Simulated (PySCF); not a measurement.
# BH7N2Si2: the cost of one run

Programs: PySCF 2.14.0, with density-fitted response routines of our own. Each step states its level of theory. These are calculated values for one molecule in the gas phase, unless marked as measured. Atoms are numbered from 0 throughout.

## 1. The starting structure

12 atoms, charge 0, multiplicity 1; geometry from: GFN2-xTB. The atoms were then displaced at random by about 0.01 Å, so the start is not that level's minimum.

Bonds of the start (Å): B0–N1 1.38, N1–Si2 1.77, Si2–N3 1.79, N3–Si4 1.75, Si4–N1 1.77, B0–H5 1.14, B0–H6 1.20, Si2–H7 1.44, Si2–H8 1.48, N3–H9 0.97, Si4–H10 1.47, Si4–H11 1.44.

## 2. Geometry optimisation at PBE0-D3(BJ)/def2-SVP

Job settings and geometry (Å):

```
{"job": {"xc": "PBE0", "basis": "def2-SVP", "d3": "d3bj", "grid": 1, "shake": 0.01, "kind": "geom"}, "charge": 0, "multiplicity": 1}
B     -1.475420    -0.854730     1.053140
N     -0.465830    -0.261750     0.319470
Si    -0.342390     1.278670    -0.541040
N      1.312820     0.711440    -0.906590
Si     1.166140    -0.820160    -0.076950
H     -1.348250    -1.883280     1.532760
H     -2.499360    -0.247250     1.166310
H     -1.195030     1.388470    -1.691330
H     -0.361320     2.445300     0.373860
H      2.025240     1.122570    -1.416760
H      2.026560    -0.926080     1.111940
H      1.196510    -1.981480    -0.933840
```

The run is started by

```sh
$ OMP_NUM_THREADS=1 python probes_run.py task.json out
```

One launch serves the whole session: the jobs run in the order shown.

**Question.** How long does this first job take on 1 thread of Intel Xeon 6975P-C, shared host, and how much memory does it need?

About 19 s, with a peak of 0.48 GiB.
